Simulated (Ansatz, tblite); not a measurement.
# The cluster Ru₂Br₆: which isomer is lowest

The task here is to estimate one member of a computed series from the others.

Program: Ansatz 0.2.0, Gaussian basis. Level of theory: relaxed with PBE-D4/def2-SVP, singlet. These are calculated values, not measurements.

9 further runs of the same task are left out: 4 that didn't finish, 5 set aside as unsound or not needed. Runs told in other sessions of the task aren't counted.

## The starting structure

8 atoms, charge 0, spin multiplicity 1.

Atoms are counted from 1 here; the program's logs count them from 0.

Bond lengths: Ru1–Ru2 2.294 Å, Ru1–Br4 2.402 Å, Ru1–Br5 2.424 Å, Ru1–Br6 2.374 Å, Ru2–Br3 2.371 Å, Ru2–Br7 2.405 Å, Ru2–Br8 2.424 Å. Angles: Ru2–Ru1–Br4 111.6°, Ru2–Ru1–Br5 105.6°, Ru2–Ru1–Br6 118.1°, Br4–Ru1–Br5 97.0°, Br4–Ru1–Br6 116.3°, Br5–Ru1–Br6 105.1°, Ru1–Ru2–Br3 118.2°, Ru1–Ru2–Br7 111.9°, Ru1–Ru2–Br8 105.7°, Br3–Ru2–Br7 114.8°, Br3–Ru2–Br8 107.3°, Br7–Ru2–Br8 95.9°.

Ru takes a core potential in the def2 sets. No spin-orbit coupling is included.

A search from random starts with GFN1-xTB found 11 distinct shapes; 2 go on here. The structure above is candidate A, which lies 0.00 eV above the lowest at that level; B lies 0.69 eV above the lowest at that level.

Set-up of the first run:

The input, in.yaml:

```yaml
crystal:
  periodic: [false, false, false]
  atoms:
    - {symbol: Ru, position_ang: [0.803460, 0.840350, 0.127250]}
    - {symbol: Ru, position_ang: [-0.457500, -1.023370, -0.317900]}
    - {symbol: Br, position_ang: [0.019150, -2.254000, -2.288170]}
    - {symbol: Br, position_ang: [0.435470, 2.567530, -1.500690]}
    - {symbol: Br, position_ang: [-0.299190, 1.944370, 1.982850]}
    - {symbol: Br, position_ang: [3.046900, 0.527830, 0.839380]}
    - {symbol: Br, position_ang: [-0.803020, -2.361800, 1.649800]}
    - {symbol: Br, position_ang: [-2.745260, -0.240900, -0.492520]}
basis:
  gaussian: {orbitals: def2-SVP}
hamiltonian: {xc: pbe, dispersion: d4}
scf: {lower_state_search: "off"}
output: {orbitals: {seedname: orbitals}}
relax: {f_tol: 0.03, max_steps: 70}
```

On the command line:

```bash
$ ansatz run in.yaml --threads 4 --pin off --events-out ev --progress --plain --max-ram 6963MiB
```

Steps of the session up to this table: Relaxing candidate A; Relaxing candidate B; Candidate B, PBE0-D4/def2-TZVP; Candidate B, PBE-D4/def2-TZVP; Candidate B, r2SCAN-D4/def2-TZVP.

One table of the session follows, with a row left open; its other results are not shown here.

It belongs to the step «B against A». 

| level | B above A (eV) |
| --- | --- |
| GFN1-xTB | +1.156 |
| GFN2-xTB | +1.665 |
| PBE-D4/def2-TZVP | +1.860 |
| r2SCAN-D4/def2-TZVP | ? |
| PBE0-D4/def2-TZVP | +2.247 |

**Question.** Estimate the row for r2SCAN-D4/def2-TZVP.

The run gave: B above A (eV): +2.091. In the column «B above A (eV)» it lies between PBE-D4/def2-TZVP (+1.860) and PBE0-D4/def2-TZVP (+2.247).

Limits of these values: The search was small, so a lower isomer may exist. Only singlets are compared; another spin may lie lower and prefer another shape.
